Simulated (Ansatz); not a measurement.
Task: a check of forces and pressure against finite differences of AgAu3 (distorted cell), with Ansatz 0.2.0 through its Python package. Give the script and its output. Use (first run): PBEsol, PAW, cutoff 540 eV, 4×4×4 k-points, cold smearing of 0.1 eV, D3BJ dispersion.

```yaml
crystal:
  lattice:
    - [4.12163, 0.00000, 0.00000]
    - [0.00000, 4.12163, 0.00000]
    - [0.00000, 0.00000, 4.12163]
  atoms:
    - { symbol: Ag, position: [0.49819, 0.49682, 0.50265] }
    - { symbol: Au, position: [0.49918, 0.00359, 0.99464] }
    - { symbol: Au, position: [0.00669, 0.49326, 0.99392] }
    - { symbol: Au, position: [0.00322, 0.00260, 0.49623] }
```

`run_fdcheck.py`:
```python
"""Do the forces of AgAu3 match the slope of the free energy, distorted."""

import logging
import sys
import warnings

import ansatz
import numpy as np

logging.basicConfig(stream=sys.stdout, format="%(levelname)s:%(name)s:%(message)s")
logger = logging.getLogger("agau3")
logger.setLevel(logging.INFO)

VECTORS = np.array([
    [4.12163, 0.0, 0.0],
    [0.0, 4.12163, 0.0],
    [0.0, 0.0, 4.12163],
])
SITES = [
    ("Ag", [0.49819, 0.49682, 0.50265]),
    ("Au", [0.49918, 0.00359, 0.99464]),
    ("Au", [0.00669, 0.49326, 0.99392]),
    ("Au", [0.00322, 0.0026, 0.49623]),
]


def make_crystal(cell):
    crystal = ansatz.Crystal(lattice=ansatz.Lattice.of(cell))
    for symbol, position in SITES:
        crystal = crystal.atom(symbol, position)
    return crystal

warnings.simplefilter("ignore", ansatz.DeckWarning)

def solve(crystal):
    return (
        crystal.calculation()
        .functional(ansatz.Functional.PBESOL, dispersion="D3(BJ)")
        .occupations("Marzari-Vanderbilt", width=0.1)
        .basis(540, xc_grid=2)
        .kpoints(4, 4, 4)
        .scf(tolerance=1e-09)
        .forces()
        .stress()
        .run(threads=1)
    ).report


centre = solve(make_crystal(VECTORS))
start = make_crystal(VECTORS)
# move one atom both ways along a Cartesian axis
logger.info(f"force on atom 2 along y: analytic {centre['forces_ev_ang'][2][1]:.4f} eV/A")
for h in (0.005, 0.02):
    shift = np.eye(3)[1] * h @ np.linalg.inv(VECTORS)
    plus, minus = (solve(start.move(2, to=np.array(SITES[2][1]) + sign * shift))["lagrangian_ev"] for sign in (1, -1))
    logger.info(f"  step {h} A: numerical {-(plus - minus) / (2 * h):.4f} eV/A")
# P = -dF/dV; the difference feels the change of the plane-wave count with the cell
volume = abs(np.linalg.det(VECTORS))
larger, smaller = (solve(make_crystal(VECTORS * (1 + sign * 0.005) ** (1 / 3)))["lagrangian_ev"] for sign in (1, -1))
numerical = -(larger - smaller) / (0.01 * volume) * 160.21766
logger.info(f"pressure: analytic {np.trace(centre['stress_gpa']) / 3:.3f}, numerical {numerical:.3f} GPa")
```

```console
$ python run_fdcheck.py
INFO:agau3:force on atom 2 along y: analytic 0.2597 eV/A
INFO:agau3:  step 0.005 A: numerical 0.2597 eV/A
INFO:agau3:  step 0.02 A: numerical 0.2596 eV/A
INFO:agau3:pressure: analytic -10.951, numerical -10.947 GPa
```

Absolute energies stand on the zero of these potentials, so only differences at equal settings mean something. A total without «per atom» is that of the whole cell that was run. Dispersion corrections can be off by several per cent in the lattices of metals, and by several GPa in the pressure at a fixed cell. For a metal this k-point mesh is coarse: on a finer one energies can move by several to tens of meV an atom and pressures by half a GPa or more, differences at one mesh by less. The program warned that this SCF threshold is loose for forces or stresses. Pressure is positive in compression. Spin-orbit coupling, which matters for elements this heavy, is left out. The cell is a database structure, distorted on purpose. The central difference errs as the square of the step, so the shorter step is the fairer test; what remains comes from the finite grid and the SCF threshold. The script silences the warnings on its input, which a real study should read. Run time: 86 s on 1 thread of Arm Neoverse V1, with other jobs on the host, peak memory 0.46 GiB.
